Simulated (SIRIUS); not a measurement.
# Pb (Fm-3m) in SIRIUS: a series of runs

Runs on Pb. Level: PBE. Tasks: equation of state.

Program: SIRIUS 7.12.0. These are calculated values, not measurements. Logs are shortened: lines on timing, memory, paths and dates and some standing lists are left out, and cuts for length are marked. The log counts tension as positive stress, the text compression.

### 1 The structure

Symmetry: Fm-3m, No. 225, cubic system. Conventional cell: a = 4.950 Å, b = 4.950 Å, c = 4.950 Å, α = 90.00°, β = 90.00°, γ = 90.00°. Pb (site symmetry m-3m) has 12 Pb at 3.50 Å as nearest neighbours.

### 2 Equation of state, PBE, 28.50 Å³/atom (volume scaled by 0.94)

Contents of sirius.json:

```json
{
  "control": {
    "processing_unit": "cpu",
    "std_evp_solver_name": "lapack",
    "gen_evp_solver_name": "lapack",
    "verbosity": 2,
    "print_forces": false,
    "ortho_rf": true,
    "use_second_variation": true,
    "rmt_max": 3.0,
    "num_bands_to_print": 24,
    "save_wf": true
  },
  "parameters": {
    "electronic_structure_method": "full_potential_lapwlo",
    "xc_functionals": ["XC_GGA_X_PBE", "XC_GGA_C_PBE"],
    "core_relativity": "dirac",
    "valence_relativity": "iora",
    "num_fv_states": 24,
    "smearing": "fermi_dirac",
    "smearing_width": 0.0018374661,
    "pw_cutoff": 20,
    "gk_cutoff": 3.4,
    "lmax_apw": 11,
    "lmax_rho": 8,
    "lmax_pot": 8,
    "num_mag_dims": 0,
    "auto_rmt": 0,
    "ngridk": [9, 9, 9],
    "shiftk": [0, 0, 0],
    "num_dft_iter": 80,
    "energy_tol": 1e-07,
    "density_tol": 1e-05,
    "use_symmetry": true
  },
  "settings": {"tol_ne": 1e-10},
  "iterative_solver": {"type": "exact"},
  "mixer": {"type": "anderson", "beta": 0.5, "max_history": 8},
  "unit_cell": {
    "lattice_vectors": [[0.0, 4.5816319389, 4.5816319389], [4.5816319389, 0.0, 4.5816319389], [4.5816319389, 4.5816319389, 0.0]],
    "atom_types": ["Pb"],
    "atom_files": {"Pb": "Pb.json"},
    "atoms": {"Pb": [[0.0, 0.0, 0.0]]}
  }
}
```

Contents of Pb.json:

```json
{
  "name": "lead",
  "symbol": "Pb",
  "number": 82,
  "mass": 207.2,
  "rmin": 1e-06,
  "rmt": 2.65,
  "nrmt": 800,
  "rinf": 17.22,
  "core": "1s2s2p3s3p3d4s4p4d",
  "valence": [
    {"basis": [{"enu": 0.07, "dme": 0, "n": 0, "auto": 0}, {"enu": 0.07, "dme": 1, "n": 0, "auto": 0}]},
    {"l": 0, "n": 1, "basis": [{"enu": 0.0627, "dme": 0, "n": 0, "auto": 0}]},
    {"l": 1, "n": 2, "basis": [{"enu": 0.17, "dme": 0, "n": 0, "auto": 0}]},
    {"l": 2, "n": 3, "basis": [{"enu": 0.17, "dme": 0, "n": 0, "auto": 0}]},
    {"l": 3, "n": 4, "basis": [{"enu": 0.17, "dme": 0, "n": 0, "auto": 0}]},
    {"l": 4, "n": 5, "basis": [{"enu": 0.17, "dme": 0, "n": 0, "auto": 0}]}
  ],
  "lo": [
    {
      "l": 0,
      "basis": [{"enu": 0.0627, "dme": 0, "n": 0, "auto": 0}, {"enu": 0.0627, "dme": 1, "n": 0, "auto": 0}]
    },
    {
      "l": 0,
      "basis": [{"enu": -4.9761, "dme": 0, "n": 5, "auto": 1}, {"enu": -4.9761, "dme": 1, "n": 5, "auto": 1}]
    },
    {
      "l": 0,
      "basis": [{"enu": -4.9761, "dme": 1, "n": 5, "auto": 1}, {"enu": 0.0627, "dme": 0, "n": 0, "auto": 0}]
    },
    {
      "l": 0,
      "basis": [{"enu": 0.0627, "dme": 0, "n": 0, "auto": 0}, {"enu": 2.341, "dme": 0, "n": 0, "auto": 0}]
    },
    {"l": 1, "basis": [{"enu": 0.17, "dme": 0, "n": 0, "auto": 0}, {"enu": 0.17, "dme": 1, "n": 0, "auto": 0}]},
    {
      "l": 1,
      "basis": [{"enu": -2.8446, "dme": 0, "n": 5, "auto": 1}, {"enu": -2.8446, "dme": 1, "n": 5, "auto": 1}]
    },
    {
      "l": 1,
      "basis": [{"enu": -2.8446, "dme": 1, "n": 5, "auto": 1}, {"enu": 0.17, "dme": 0, "n": 0, "auto": 0}]
    },
    {"l": 1, "basis": [{"enu": 0.17, "dme": 0, "n": 0, "auto": 0}, {"enu": 2.7901, "dme": 0, "n": 0, "auto": 0}]},
    {"l": 2, "basis": [{"enu": 0.17, "dme": 0, "n": 0, "auto": 0}, {"enu": 0.17, "dme": 1, "n": 0, "auto": 0}]},
    {
      "l": 2,
      "basis": [{"enu": -0.4787, "dme": 0, "n": 5, "auto": 1}, {"enu": -0.4787, "dme": 1, "n": 5, "auto": 1}]
    },
    {
      "l": 2,
      "basis": [{"enu": -0.4787, "dme": 1, "n": 5, "auto": 1}, {"enu": 0.17, "dme": 0, "n": 0, "auto": 0}]
    },
    {"l": 2, "basis": [{"enu": 0.17, "dme": 0, "n": 0, "auto": 0}, {"enu": 3.1319, "dme": 0, "n": 0, "auto": 0}]},
    {"l": 3, "basis": [{"enu": 0.17, "dme": 0, "n": 0, "auto": 0}, {"enu": 0.17, "dme": 1, "n": 0, "auto": 0}]},
    {
      "l": 3,
      "basis": [{"enu": -4.6074, "dme": 0, "n": 4, "auto": 1}, {"enu": -4.6074, "dme": 1, "n": 4, "auto": 1}]
    },
    {
      "l": 3,
      "basis": [{"enu": -4.6074, "dme": 1, "n": 4, "auto": 1}, {"enu": 0.17, "dme": 0, "n": 0, "auto": 0}]
    },
    {"l": 3, "basis": [{"enu": 0.17, "dme": 0, "n": 0, "auto": 0}, {"enu": 3.4737, "dme": 0, "n": 0, "auto": 0}]},
    {"l": 4, "basis": [{"enu": 0.17, "dme": 0, "n": 0, "auto": 0}, {"enu": 0.17, "dme": 1, "n": 0, "auto": 0}]},
    {"l": 4, "basis": [{"enu": 0.17, "dme": 0, "n": 0, "auto": 0}, {"enu": 2.9041, "dme": 0, "n": 0, "auto": 0}]}
  ],
  "free_atom": [... radial grid and density of the free atom, the start of the SCF ...]
}
```

Contents of sirius_start.json:

```json
{
  "control": {
    "processing_unit": "cpu",
    "std_evp_solver_name": "lapack",
    "gen_evp_solver_name": "lapack",
    "verbosity": 1,
    "print_forces": false,
    "ortho_rf": true,
    "use_second_variation": true,
    "rmt_max": 3.0,
    "num_bands_to_print": 24,
    "save_wf": false
  },
  "parameters": {
    "electronic_structure_method": "full_potential_lapwlo",
    "xc_functionals": ["XC_LDA_X", "XC_LDA_C_PW"],
    "core_relativity": "dirac",
    "valence_relativity": "iora",
    "num_fv_states": 24,
    "smearing": "fermi_dirac",
    "smearing_width": 0.0055123983,
    "pw_cutoff": 20,
    "gk_cutoff": 2.72,
    "lmax_apw": 11,
    "lmax_rho": 8,
    "lmax_pot": 8,
    "num_mag_dims": 0,
    "auto_rmt": 0,
    "ngridk": [4, 4, 4],
    "shiftk": [0, 0, 0],
    "num_dft_iter": 30,
    "energy_tol": 0.01,
    "density_tol": 0.05,
    "use_symmetry": true
  },
  "settings": {"tol_ne": 1e-10},
  "iterative_solver": {"type": "exact"},
  "mixer": {"type": "anderson", "beta": 0.5, "max_history": 8},
  "unit_cell": {
    "lattice_vectors": [[0.0, 4.5816319389, 4.5816319389], [4.5816319389, 0.0, 4.5816319389], [4.5816319389, 4.5816319389, 0.0]],
    "atom_types": ["Pb"],
    "atom_files": {"Pb": "Pb.json"},
    "atoms": {"Pb": [[0.0, 0.0, 0.0]]}
  }
}
```

Potentials or basis: all-electron FP-LAPW, apw+lo standard.

Started as:

```console
OMP_NUM_THREADS=1 sirius.scf --input=sirius_start.json --output=start.json
OMP_NUM_THREADS=1 sirius.scf --input=sirius.json --output=output.json --task=1
```

The program printed:

```text
[info] SIRIUS version : 7.12.0
[info] number of MPI ranks           : 1
[info] MPI grid                      : 1 1
[info] maximum number of OMP threads : 1
[fft] FFT context for density and potential
[fft] =====================================
[fft]   plane wave cutoff                     : 20
[fft]   grid size                             : 45 45 45   total : 91125
[fft]   grid limits                           : -22 22   -22 22   -22 22
[fft]   number of G-vectors within the cutoff : 25893
[fft]   number of G-shells                    : 713
[fft] FFT context for coarse grid
[fft] =====================================
[fft]   plane wave cutoff                     : 6.8
[fft]   grid size                             : 18 18 18   total : 5832
[fft]   grid limits                           : -8 9   -8 9   -8 9
[fft]   number of G-vectors within the cutoff : 965
[fft]   number of G-shells                    : 42
[unit cell] lattice vectors
[unit cell]   a1 :       0.0000000000      4.5816319389      4.5816319389
[unit cell]   a2 :       4.5816319389      0.0000000000      4.5816319389
[unit cell]   a3 :       4.5816319389      4.5816319389      0.0000000000
[unit cell] reciprocal lattice vectors
[unit cell]   b1 :      -0.6856929355      0.6856929355      0.6856929355
[unit cell]   b2 :       0.6856929355     -0.6856929355      0.6856929355
[unit cell]   b3 :       0.6856929355      0.6856929355     -0.6856929355
[unit cell] unit cell volume :       192.34929041 [a.u.^3]
[unit cell] 1/sqrt(omega)    :         0.07210323
[unit cell] MT volume        :        77.95181491 (40.53%)
[unit cell] IT volume        :       114.39747550 (59.47%)
[unit cell] number of atom types : 1
[unit cell] type id : 0 symbol : Pb mt_radius :   2.650000 num_atoms : 1
[unit cell] total number of atoms : 1
[unit cell] number of symmetry classes : 1
[unit cell] atom id  type id  class id             position                      vector_field
[unit cell] ------------------------------------------------------------------------------------------
[unit cell]      0        0        0      0.00000   0.00000   0.00000      0.00000   0.00000   0.00000
[unit cell] atom id         position (Cartesian, a.u.)
[unit cell] ---------------------------------------------
[... 308 lines left out ...]
[diagonalize] ik:    0   -4.878066   -4.471981   -4.471981   -4.471981   -4.471979   -4.471979   -4.471979   -4.471976   -2.735961   -2.735961   -2.735961   -0.372635   -0.372635   -0.372635   -0.366333   -0.366333   -0.191442    0.547704    0.547704    0.547704    0.616406    0.703715    0.732433    0.732433
[diagonalize] ik:    1   -4.878066   -4.471981   -4.471981   -4.471981   -4.471979   -4.471979   -4.471979   -4.471976   -2.735978   -2.735963   -2.735963   -0.372667   -0.371884   -0.371884   -0.366321   -0.366321   -0.182111    0.455430    0.536620    0.536620    0.605892    0.732432    0.752231    0.752231
[diagonalize] ik:    2   -4.878065   -4.471981   -4.471981   -4.471981   -4.471979   -4.471979   -4.471979   -4.471976   -2.736029   -2.735972   -2.735972   -0.373046   -0.371011   -0.371011   -0.365363   -0.365363   -0.154027    0.320566    0.512958    0.512958    0.597000    0.703407    0.734502    0.734502
[diagonalize] ik:    3   -4.878064   -4.471981   -4.471981   -4.471981   -4.471979   -4.471979   -4.471979   -4.471976   -2.736086   -2.735982   -2.735982   -0.373707   -0.371438   -0.371438   -0.362821   -0.362821   -0.108407    0.198633    0.490068    0.490068    0.593945    0.657588    0.701091    0.701091
[diagonalize] ik:    4   -4.878063   -4.471981   -4.471981   -4.471981   -4.471979   -4.471979   -4.471979   -4.471976   -2.736120   -2.735987   -2.735987   -0.374215   -0.372005   -0.372005   -0.360741   -0.360741   -0.056033    0.107256    0.476395    0.476395    0.596428    0.630305    0.684370    0.684370
[diagonalize] ...
[diagonalize] ik:   30   -4.878062   -4.471981   -4.471981   -4.471981   -4.471979   -4.471979   -4.471979   -4.471976   -2.736090   -2.736057   -2.736013   -0.373851   -0.370010   -0.366967   -0.365152   -0.360770   -0.005210    0.157228    0.242308    0.350364    0.582626    0.724747    0.786152    0.811788
[diagonalize] ik:   31   -4.878062   -4.471981   -4.471981   -4.471981   -4.471979   -4.471979   -4.471979   -4.471976   -2.736086   -2.736047   -2.736003   -0.372613   -0.371356   -0.367702   -0.363564   -0.362847   -0.040865    0.198510    0.250023    0.386697    0.604923    0.703356    0.724166    0.873705
[diagonalize] ik:   32   -4.878062   -4.471981   -4.471981   -4.471981   -4.471979   -4.471979   -4.471979   -4.471976   -2.736106   -2.736037   -2.736028   -0.377614   -0.374500   -0.363024   -0.361211   -0.359436   -0.001311    0.160901    0.292139    0.304441    0.535163    0.570974    0.857034    0.934893
[diagonalize] ik:   33   -4.878062   -4.471981   -4.471981   -4.471981   -4.471979   -4.471979   -4.471979   -4.471976   -2.736094   -2.736057   -2.736025   -0.375595   -0.372416   -0.364796   -0.363442   -0.359496    0.014298    0.165336    0.224113    0.313686    0.560896    0.663524    0.816877    0.841011
[diagonalize] ik:   34   -4.878062   -4.471981   -4.471981   -4.471981   -4.471979   -4.471979   -4.471979   -4.471976   -2.736084   -2.736064   -2.736025   -0.372421   -0.371832   -0.368241   -0.364057   -0.359471    0.008909    0.185198    0.221307    0.284908    0.651155    0.686438    0.725946    0.800094
[generate_core_charge_density] atom class : 0
[generate_core_charge_density]   n,l,k : 1 0 1  energy :       -3233.00574159
[generate_core_charge_density]   n,l,k : 2 0 1  energy :        -577.45156099
[generate_core_charge_density]   n,l,k : 2 1 1  energy :        -554.45521095
[generate_core_charge_density]   n,l,k : 2 1 2  energy :        -473.96760493
[generate_core_charge_density]   n,l,k : 3 0 1  energy :        -138.30937017
[generate_core_charge_density]   n,l,k : 3 1 1  energy :        -127.94916161
[generate_core_charge_density]   n,l,k : 3 1 2  energy :        -109.98860812
[generate_core_charge_density]   n,l,k : 3 2 2  energy :         -92.99572622
[generate_core_charge_density]   n,l,k : 3 2 3  energy :         -89.17442170
[generate_core_charge_density]   n,l,k : 4 0 1  energy :         -31.00786523
[generate_core_charge_density]   n,l,k : 4 1 1  energy :         -26.52562201
[generate_core_charge_density]   n,l,k : 4 1 2  energy :         -22.12862870
[generate_core_charge_density]   n,l,k : 4 2 2  energy :         -14.83770035
[generate_core_charge_density]   n,l,k : 4 2 3  energy :         -14.01707890
[find] Total energy                   :  -20928.25823971 (Ha),  -41856.51647941 (Ry)
[find] iteration : 1, RMS (target) : 3.4501e-01 (1.0000e-05) , energy difference (target) : 1.9154e-04 (1.0000e-07)
[find] Total energy                   :  -20928.25822324 (Ha),  -41856.51644648 (Ry)
[... 17 lines left out ...]
[find] valence_eval_sum               :     -91.96099392
[find] core_eval_sum                  :  -12851.78240132
[find] kinetic energy                 :   24360.87577405
[find] enuc                           :  -26501.95581905
[find] <rho|V^{XC}>                   :    -510.82492613
[find] <rho|E^{XC}>                   :    -390.28112084
[find] <mag|B^{XC}>                   :       0.00000000
[find] <rho|V^{H}>                    :  -36793.79424316
[find] smearing (-TS)                 :      -0.00012288
[find] SCF correction                 :       0.00007539
[find] Total energy                   :  -20928.25821203 (Ha),  -41856.51642406 (Ry)
[find] Free energy (E-TS)             :  -20928.25833491 (Ha),  -41856.51666981 (Ry)
[find] band gap (eV)                  :       0.00000000
[find] Efermi                         :       0.25776043
[find] iteration : 6, RMS (target) : 1.4429e-06 (1.0000e-05) , energy difference (target) : 4.4856e-09 (1.0000e-07)
[find] converged after 7 SCF iterations!
[find] Charges and magnetic moments
[find] --------------------------------------------------------------------------------
[find] atom      charge    core leakage
[find] --------------------------------------------------------------------------------
[find]    0   80.035823    8.167304e-10
[find] total core leakage    : 8.16730449e-10
[find] interstitial charge   : 1.964174
[find] total charge          : 81.999997
[find] Energy
[find] --------------------------------------------------------------------------------
[find] valence_eval_sum               :     -91.96099392
[find] core_eval_sum                  :  -12851.78240132
[find] kinetic energy                 :   24360.87577405
[find] enuc                           :  -26501.95581905
[find] <rho|V^{XC}>                   :    -510.82492613
[find] <rho|E^{XC}>                   :    -390.28112084
[find] <mag|B^{XC}>                   :       0.00000000
[find] <rho|V^{H}>                    :  -36793.79424316
[find] smearing (-TS)                 :      -0.00012288
[find] SCF correction                 :       0.00007539
[find] Total energy                   :  -20928.25821203 (Ha),  -41856.51642406 (Ry)
[find] Free energy (E-TS)             :  -20928.25833491 (Ha),  -41856.51666981 (Ry)
[find] band gap (eV)                  :       0.00000000
[find] Efermi                         :       0.25776043
```

It took 45 s on 1 thread of Arm Neoverse V1, shared host; peak memory 0.37 GiB.

What came out:

| Quantity | Value |
| --- | --- |
| Free energy | -569486.9210 eV |
| Band gap on the k mesh | none (metal or under the smearing width) |
| All electrons inside the program's atomic spheres | Pb 80.04 (radii Pb 2.65 bohr) |

### 3 Equation of state, PBE, 29.11 Å³/atom (volume scaled by 0.96)

sirius.json, as its differences from that of step 2:

```diff
@@ -39,3 +39,3 @@
   "unit_cell": {
-    "lattice_vectors": [[0.0, 4.5816319389, 4.5816319389], [4.5816319389, 0.0, 4.5816319389], [4.5816319389, 4.5816319389, 0.0]],
+    "lattice_vectors": [[0.0, 4.6138980156, 4.6138980156], [4.6138980156, 0.0, 4.6138980156], [4.6138980156, 4.6138980156, 0.0]],
     "atom_types": ["Pb"],
```

Contents of Pb.json:

```json
{
  "name": "lead",
  "symbol": "Pb",
  "number": 82,
  "mass": 207.2,
  "rmin": 1e-06,
  "rmt": 2.65,
  "nrmt": 800,
  "rinf": 17.22,
  "core": "1s2s2p3s3p3d4s4p4d",
  "valence": [
    {"basis": [{"enu": 0.06, "dme": 0, "n": 0, "auto": 0}, {"enu": 0.06, "dme": 1, "n": 0, "auto": 0}]},
    {"l": 0, "n": 1, "basis": [{"enu": 0.0527, "dme": 0, "n": 0, "auto": 0}]},
    {"l": 1, "n": 2, "basis": [{"enu": 0.16, "dme": 0, "n": 0, "auto": 0}]},
    {"l": 2, "n": 3, "basis": [{"enu": 0.16, "dme": 0, "n": 0, "auto": 0}]},
    {"l": 3, "n": 4, "basis": [{"enu": 0.16, "dme": 0, "n": 0, "auto": 0}]},
    {"l": 4, "n": 5, "basis": [{"enu": 0.16, "dme": 0, "n": 0, "auto": 0}]}
  ],
  "lo": [
    {
      "l": 0,
      "basis": [{"enu": 0.0527, "dme": 0, "n": 0, "auto": 0}, {"enu": 0.0527, "dme": 1, "n": 0, "auto": 0}]
    },
    {
      "l": 0,
      "basis": [{"enu": -4.9861, "dme": 0, "n": 5, "auto": 1}, {"enu": -4.9861, "dme": 1, "n": 5, "auto": 1}]
    },
    {
      "l": 0,
      "basis": [{"enu": -4.9861, "dme": 1, "n": 5, "auto": 1}, {"enu": 0.0527, "dme": 0, "n": 0, "auto": 0}]
    },
    {
      "l": 0,
      "basis": [{"enu": 0.0527, "dme": 0, "n": 0, "auto": 0}, {"enu": 2.331, "dme": 0, "n": 0, "auto": 0}]
    },
    {"l": 1, "basis": [{"enu": 0.16, "dme": 0, "n": 0, "auto": 0}, {"enu": 0.16, "dme": 1, "n": 0, "auto": 0}]},
    {
      "l": 1,
      "basis": [{"enu": -2.8546, "dme": 0, "n": 5, "auto": 1}, {"enu": -2.8546, "dme": 1, "n": 5, "auto": 1}]
    },
    {
      "l": 1,
      "basis": [{"enu": -2.8546, "dme": 1, "n": 5, "auto": 1}, {"enu": 0.16, "dme": 0, "n": 0, "auto": 0}]
    },
    {"l": 1, "basis": [{"enu": 0.16, "dme": 0, "n": 0, "auto": 0}, {"enu": 2.7801, "dme": 0, "n": 0, "auto": 0}]},
    {"l": 2, "basis": [{"enu": 0.16, "dme": 0, "n": 0, "auto": 0}, {"enu": 0.16, "dme": 1, "n": 0, "auto": 0}]},
    {
      "l": 2,
      "basis": [{"enu": -0.4887, "dme": 0, "n": 5, "auto": 1}, {"enu": -0.4887, "dme": 1, "n": 5, "auto": 1}]
    },
    {
      "l": 2,
      "basis": [{"enu": -0.4887, "dme": 1, "n": 5, "auto": 1}, {"enu": 0.16, "dme": 0, "n": 0, "auto": 0}]
    },
    {"l": 2, "basis": [{"enu": 0.16, "dme": 0, "n": 0, "auto": 0}, {"enu": 3.1219, "dme": 0, "n": 0, "auto": 0}]},
    {"l": 3, "basis": [{"enu": 0.16, "dme": 0, "n": 0, "auto": 0}, {"enu": 0.16, "dme": 1, "n": 0, "auto": 0}]},
    {
      "l": 3,
      "basis": [{"enu": -4.6174, "dme": 0, "n": 4, "auto": 1}, {"enu": -4.6174, "dme": 1, "n": 4, "auto": 1}]
    },
    {
      "l": 3,
      "basis": [{"enu": -4.6174, "dme": 1, "n": 4, "auto": 1}, {"enu": 0.16, "dme": 0, "n": 0, "auto": 0}]
    },
    {"l": 3, "basis": [{"enu": 0.16, "dme": 0, "n": 0, "auto": 0}, {"enu": 3.4637, "dme": 0, "n": 0, "auto": 0}]},
    {"l": 4, "basis": [{"enu": 0.16, "dme": 0, "n": 0, "auto": 0}, {"enu": 0.16, "dme": 1, "n": 0, "auto": 0}]},
    {"l": 4, "basis": [{"enu": 0.16, "dme": 0, "n": 0, "auto": 0}, {"enu": 2.8941, "dme": 0, "n": 0, "auto": 0}]}
  ],
  "free_atom": [... radial grid and density of the free atom, the start of the SCF ...]
}
```

sirius_start.json, as its differences from that of step 2:

```diff
@@ -39,3 +39,3 @@
   "unit_cell": {
-    "lattice_vectors": [[0.0, 4.5816319389, 4.5816319389], [4.5816319389, 0.0, 4.5816319389], [4.5816319389, 4.5816319389, 0.0]],
+    "lattice_vectors": [[0.0, 4.6138980156, 4.6138980156], [4.6138980156, 0.0, 4.6138980156], [4.6138980156, 4.6138980156, 0.0]],
     "atom_types": ["Pb"],
```

Potentials or basis: all-electron FP-LAPW, apw+lo standard.

Started as:

```console
OMP_NUM_THREADS=1 sirius.scf --input=sirius_start.json --output=start.json
OMP_NUM_THREADS=1 sirius.scf --input=sirius.json --output=output.json --task=1
```

It took 45 s on 1 thread of Arm Neoverse V1, shared host; peak memory 0.35 GiB.

Results (log left out):

* Free energy: -569486.9408 eV
* Band gap on the k mesh: none (metal or under the smearing width)
* All electrons inside the program's atomic spheres: Pb 80.02 (radii Pb 2.65 bohr)

(Part 1 of 2 ends here.)
